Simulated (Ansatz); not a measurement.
# BH3S: interaction energy of a dimer with the counterpoise correction from a Python script

Aim: the interaction energy of a dimer with the counterpoise correction, for BH3S, run from a script. SMILES: BS.

Program: Ansatz 0.2.0, driven from Python. Level of theory: B3LYP+D3(BJ)/cc-pVDZ. These are calculated values, not measurements.

**1. The system**

Bond lengths: B1–S2 1.903 Å, B1–H3 1.233 Å, B1–H4 1.147 Å, S2–H5 1.398 Å. Angles: B1–S2–H5 91.1°, S2–B1–H3 116.0°, S2–B1–H4 119.0°, H3–B1–H4 124.9°.

No structure file is read: the coordinates are typed or built in the script.

**2. The script**

bh3s_dimer.py reads:

```python
# -*- coding: utf-8 -*-
import ansatz

BASIS = "cc-pVDZ"
FUNCTIONAL = "b3lyp"
DISPERSION = "d3bj"

FIRST = [
    ("B", (-0.3426, -0.502, -0.0063)),
    ("S", (0.315, 1.1329, -0.7251)),
    ("H", (-1.3493, -0.4157, 0.7007)),
    ("H", (0.1657, -1.4856, -0.3078)),
    ("H", (1.2111, 1.2702, 0.3387)),
]
SECOND = [
    ("B", (-1.7964, -1.8734, -2.8965)),
    ("S", (-3.0984, -0.9448, -3.9282)),
    ("H", (-1.2389, -2.8208, -3.4554)),
    ("H", (-1.5359, -1.4831, -1.8494)),
    ("H", (-4.1232, -1.7235, -3.3833)),
]

def energy(atoms, ghosts=()):
    molecule = ansatz.Crystal.molecule()
    for symbol, xyz in atoms:
        molecule = molecule.atom(symbol, xyz)
    calc = (
        molecule.calculation()
        .basis(gaussian=BASIS)
        .functional(FUNCTIONAL, dispersion=DISPERSION)
    )
    deck = calc.input()
    if ghosts:
        deck = deck.set(ansatz.key.basis.gaussian.ghost_atoms, [{"symbol": s, "position_ang": list(xyz)} for s, xyz in ghosts])
    return ansatz.Session.from_dict(deck).plan().execute().report["free_energy_ev"]

both = energy(FIRST + SECOND)
alone = energy(FIRST) + energy(SECOND)
ghosted = energy(FIRST, SECOND) + energy(SECOND, FIRST)
print(f"dimer {both:.6f} eV")
print(f"interaction, uncorrected   {23.060548 * (both - alone):8.3f} kcal/mol")
print(f"interaction, counterpoise  {23.060548 * (both - ghosted):8.3f} kcal/mol")
print(f"basis-set superposition    {23.060548 * (alone - ghosted):8.3f} kcal/mol")
```

**3. Launch**

Command:

```sh
> python bh3s_dimer.py
```

**Question.** How large is the interaction at this pose, and how much of it is basis-set superposition?

As calculated:

| quantity | value |
| --- | --- |
| interaction energy, uncorrected | -1.517 kcal/mol |
| interaction energy, counterpoise | -1.281 kcal/mol |
| runs compared | 5 |

What this shows: The counterpoise correction takes away 16 % of the apparent binding. Uncorrected it is -1.517 kcal/mol, with the counterpoise correction -1.281 kcal/mol; the difference, 0.24 kcal/mol, is the superposition error. The dimer is a generated trial pose of unrelaxed monomers, not a minimum, so the figure is no binding energy, and the basis set is small. b3lyp holds the VWN-RPA fit, as in Gaussian; the form of ORCA and Turbomole is b3lyp5.
